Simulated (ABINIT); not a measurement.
# AlBN: single point with PBEsol

The system is AlBN.

```
Al B N
1.0
     2.65708    0.00000    0.00000
     0.00000    2.65708    0.00000
     0.00000    0.00000    4.93186
Al B N
1 1 1
Direct
  0.50000 0.50000 0.00000
  0.50000 0.50000 0.50000
  0.00000 0.00000 0.00000
```

The cell was built by a generator and needn't be a form met in nature.

The cell isn't the ideal one: cell relaxed.

- Program: ABINIT 10.8.3 (patched build)
- Task: single point
- Functional: PBEsol
- Potentials or basis: PseudoDojo NC SR PBEsol v0.4.1 standard
- Cutoff: 1143 eV
- k mesh: 8 × 8 × 4
- Occupations: fermi-dirac, width 0.05 eV
- Spin: no spin polarisation

```yaml
Pressure: 0.0 GPa
Band_gap_on_the_k_mesh: none (metal or under the smearing width)
Valence_electrons_inside_the_program's_atomic_spheres: Al 1.13; B 1.77; N 5.29
```

Levels at points of the mesh, in eV from the Fermi level:
```
           k point  band 3  band 4  band 5  band 6  band 7  band 8
(0.00, 0.00, 0.00)   -5.90   -1.40   -1.40    2.02    5.72    5.72
(0.50, 0.00, 0.00)   -3.87   -2.47   -2.15   -1.19   -0.98    6.65
(0.50, 0.50, 0.00)   -6.20   -2.36   -0.65    0.18    0.18    1.15
(0.00, 0.00, 0.50)   -1.99   -1.83   -1.38   -1.38    5.55    5.55
(0.50, 0.00, 0.50)   -5.21   -4.03   -0.98    0.20    0.85    6.69
(0.50, 0.50, 0.50)   -6.11   -1.95   -0.82   -0.40   -0.40   -0.01
```

Wall time 40 s on 1 thread of Arm Neoverse V2, on a shared host, peak memory 0.08 GiB.
